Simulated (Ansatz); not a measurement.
**SbH3O2: small, medium and large basis sets**

Aim: see how fast density functionals converge with the basis set for SbH3O2.

Program: Ansatz 0.2.0, Gaussian basis. Level of theory: one geometry, several basis sets. These are calculated values, not measurements.

The runs, in order: PBE0-D4/def2-SVP; ωB97M-V/def2-SVP; PBE0-D4/def2-QZVPP; ωB97M-V/def2-QZVPP; the functionals' def2-TZVPP values are taken from earlier runs.

## 1. The relaxed structure

All runs share one geometry, relaxed beforehand with PBE0-D4 in a triple-zeta def2 set. Sb takes the def2 core potential; no spin-orbit term is included.

SMILES `[OH][SbH][OH]`, 6 atoms, charge 0, spin multiplicity 1.

Atoms are counted from 1 here; the program's logs count them from 0.

Bond lengths: O1–Sb2 1.962 Å, O1–H4 0.960 Å, Sb2–O3 1.962 Å, Sb2–H5 1.708 Å, O3–H6 0.960 Å. Angles: Sb2–O1–H4 111.6°, O1–Sb2–O3 98.8°, O1–Sb2–H5 90.7°, O3–Sb2–H5 90.7°, Sb2–O3–H6 111.6°.

Geometry (Å):

```xyz
6

O    -1.45368   -0.24664   -0.45072
Sb    0.42759    0.23645   -0.72707
O     1.07065    0.00741    1.11219
H    -1.64184   -1.13156   -0.77314
H     0.07290    1.87916   -0.42118
H     1.56658   -0.80882    1.21362
```

## 2. PBE0-D4 in def2-SVP

The input, in.yaml:

```yaml
crystal:
  periodic: [false, false, false]
  atoms:
    - {symbol: O, position_ang: [-1.453679, -0.246636, -0.450717]}
    - {symbol: Sb, position_ang: [0.427586, 0.236455, -0.727074]}
    - {symbol: O, position_ang: [1.070649, 0.007406, 1.112193]}
    - {symbol: H, position_ang: [-1.641840, -1.131565, -0.773143]}
    - {symbol: H, position_ang: [0.072903, 1.879162, -0.421177]}
    - {symbol: H, position_ang: [1.566582, -0.808821, 1.213620]}
basis:
  gaussian: {orbitals: def2-SVP}
hamiltonian: {xc: pbe0, dispersion: d4}
output: {orbitals: {seedname: orbitals}}
```

Command:

```sh
ansatz run in.yaml --threads 2 --pin off --events-out ev --progress --plain --max-ram 4352MiB
```

After this run come: ωB97M-V in def2-SVP; PBE0-D4 in def2-QZVPP; ωB97M-V in def2-QZVPP.

Before running them: what should the planned runs give, taken together? Wanted: PBE0-D4: double and triple zeta above quadruple; ωB97M-V: double and triple zeta above quadruple.

As calculated:

```
                                       quantity          value
PBE0-D4: double and triple zeta above quadruple  6.34, 0.36 eV
ωB97M-V: double and triple zeta above quadruple  6.51, 0.36 eV
```

In words: For PBE0-D4 the step from double to triple zeta gains 5.98 eV and the next only 0.36 eV. These are total energies; as a rule much of such shifts cancels in differences, which this series doesn't test. The LUMO of ωB97M-V is positive and keeps falling with the basis (1.38 to 0.60 eV): an unbound level that the basis holds in place.
